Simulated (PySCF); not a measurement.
# C2H8FNSi: the cost of one run

The runs use PySCF 2.14.0, with density-fitted response routines of our own; the level of theory stands in each step. All values are computed, except where a source is named. Atoms count from 0, in the outputs and in this text.

## (1) Starting geometry

13 atoms, charge 0, multiplicity 1; geometry from: GFN2-xTB. The atoms were then displaced at random by about 0.01 Å, so the start is not that level's minimum.

Bonds of the start (Å): C0–C1 1.54, C1–F2 1.40, C1–Si3 1.88, Si3–N4 1.72, C0–H5 1.06, C0–H6 1.10, C0–H7 1.10, C1–H8 1.08, Si3–H9 1.47, Si3–H10 1.47, N4–H11 1.00, N4–H12 1.02.

## (2) Geometry optimisation at PBE0-D3(BJ)/def2-SVP

What the job is given:

```
{"job": {"xc": "PBE0", "basis": "def2-SVP", "d3": "d3bj", "grid": 1, "shake": 0.01, "kind": "geom"}, "charge": 0, "multiplicity": 1}
C      1.572120    -0.309210     0.589780
C      0.778180     0.210260    -0.626770
F      0.788380     1.611270    -0.628090
Si    -1.019940    -0.338180    -0.682140
N     -1.728780     0.324120     0.741600
H      1.603630    -1.363100     0.549150
H      1.055520     0.010790     1.501410
H      2.577460     0.129160     0.591730
H      1.312390    -0.060910    -1.521770
H     -1.134380    -1.798320    -0.548220
H     -1.621210     0.109500    -1.950750
H     -2.692840     0.180330     0.969820
H     -1.484710     1.277400     1.003940
```

Command:

```sh
OMP_NUM_THREADS=1 python probes_run.py task.json out
```

This one command runs all jobs of the session in turn.

**Question.** How long does this first job take on 1 thread of Arm Neoverse V1, shared host, and how much memory does it need?

About 30 s, with a peak of 0.48 GiB.
